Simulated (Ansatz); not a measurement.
This script for a comparison of norm-conserving and PAW potentials of HgTe, space group I-4m2 with Ansatz 0.2.0 through its Python package holds a mistake.

The script, `hgte.py`:
```python
"""Norm-conserving against PAW potentials for HgTe."""

from dataclasses import dataclass

import ansatz as az
import numpy as np
from tabulate import tabulate


@dataclass
class Settings:
    smearing: str = "fixed"
    scf_tol: float = 1e-10
    xc: str = "lda"


opts = Settings()


def count_gap(report):
    # lowest empty less highest filled band, counting bands; zero where they overlap
    return max(report.get("gap_by_band_count_ev") or 0.0, 0.0)

xtal = (
    az.Lattice.from_parameters(6.091206, 6.091206, 3.11882, alpha=90, beta=90, gamma=90)
    .space_group(119, hermann_mauguin="I-4m2")
    .atom("Hg", (0.0, 0.5, 0.25))
    .atom("Te", (0.0, 0.0, 0.0))
    .primitive()
)

calc = xtal.calculation()
calc = calc.kpoints(6)
calc = calc.occupations(opts.smearing).scf(tolerance=opts.scf_tol)
calc = calc.functional(opts.xc).stress()
calc = calc.forces()
calc = calc.band_table()
variants = {
    "PAW": calc.pseudopotentials("paw"),
    "norm-conserving": calc.pseudopotentials("nc"),
}
# totals differ by the cores that each treatment holds, so compare what does not depend on them
rows = []
for label, variant in variants.items():
    report = variant.run(threads=1).report
    levels = np.array(report["eigenvalues_ev"][0]) - report["fermi_energy_ev"]
    print(label, "levels at the first k-point near E_F:", np.round(levels[np.abs(levels) < 5], 3))
    rows.append((label, report["n_electrons"], np.trace(report["stress_gpa"]) / 3, count_gap(report)))
print(tabulate(rows, headers=["treatment", "electrons in bands", "P GPa", "gap by band count eV"], floatfmt=".4f", tablefmt="simple"))
```

```console
$ python hgte.py
DeckWarning: basis.ecutwfc = 420 eV, auto-derived from the records' recommended cutoffs: set by Hg (normal level)
RunWarning: iter 1: σ=0 fill of 18 bands saw a band overlap (occupied 12.1210 eV > unoccupied 8.2681 eV) — on an unconverged iterate often a transient of an unconverged empty band; one that stands at [...]
RunWarning: a fill by count may have filled part of one level: at k-index 15 the highest filled band, 9.533805 eV, and the lowest empty band, 9.533805 eV, stand 7.105e-15 eV apart, within the solve's [...]
RunWarning: the bands overlap at the fill by count (18 filled at each k-point of a channel): the highest filled level, 12.116429 eV at k-index 3, stands 3.8613 eV over the lowest empty one, 8.255154 [...]
PAW levels at the first k-point near E_F: [-4.987 -3.864 -3.864  1.921  3.227]
DeckWarning: basis.ecutwfc = 1120 eV, auto-derived from the records' recommended cutoffs: set by Te (normal level)
norm-conserving levels at the first k-point near E_F: [-4.986 -3.856 -3.856  1.924  3.24 ]
treatment          electrons in bands    P GPa    gap by band count eV
---------------  --------------------  -------  ----------------------
PAW                           36.0000  -3.3269                  0.0000
norm-conserving               36.0000  -3.4036                  0.0000
```
(Warnings from the package without file and line, shortened, repeats left out.)

The script ran to its end, but the result can't be trusted. Why?

The fault: fixed occupations, though the bands overlap at this level of theory. The correction:

```diff
--- before
+++ after
@@ -11,3 +11,4 @@
 class Settings:
-    smearing: str = "fixed"
+    smearing: str = "fermi_dirac"
+    width_ev: float = 0.1
     scf_tol: float = 1e-10
@@ -33,3 +34,3 @@
 calc = calc.kpoints(6)
-calc = calc.occupations(opts.smearing).scf(tolerance=opts.scf_tol)
+calc = calc.occupations(opts.smearing, width=opts.width_ev).scf(tolerance=opts.scf_tol)
 calc = calc.functional(opts.xc).stress()
```

After the fix:

`python hgte.py` gives:
```text
DeckWarning: basis.ecutwfc = 420 eV, auto-derived from the records' recommended cutoffs: set by Hg (normal level)
PAW levels at the first k-point near E_F: [-3.661 -2.614 -2.614  3.095  4.527]
DeckWarning: basis.ecutwfc = 1120 eV, auto-derived from the records' recommended cutoffs: set by Te (normal level)
norm-conserving levels at the first k-point near E_F: [-3.662 -2.61  -2.61   3.094  4.536]
treatment          electrons in bands    P GPa    gap by band count eV
---------------  --------------------  -------  ----------------------
PAW                           36.0000  -4.6944                  0.0000
norm-conserving               36.0000  -4.7680                  0.0000
```
(Warnings from the package without file and line.)

Caveats:
- The computed bands are complete only to about 4.7 eV above the Fermi level.
- The mesh is modest for a metal, so energies can be off by several to tens of meV an atom and pressures by half a GPa or more; differences at equal mesh fare better.
- A gap by band count of zero or less means overlapping bands, a metal.
- The structure comes from a database of computed cells and needn't be a stable or known phase.
- Levels are Kohn-Sham eigenvalues on this mesh, without spin-orbit coupling.
- Stress is positive in compression.
- Finished in 19 s on 1 thread of Arm Neoverse V1 (shared host), peak memory 0.47 GiB.
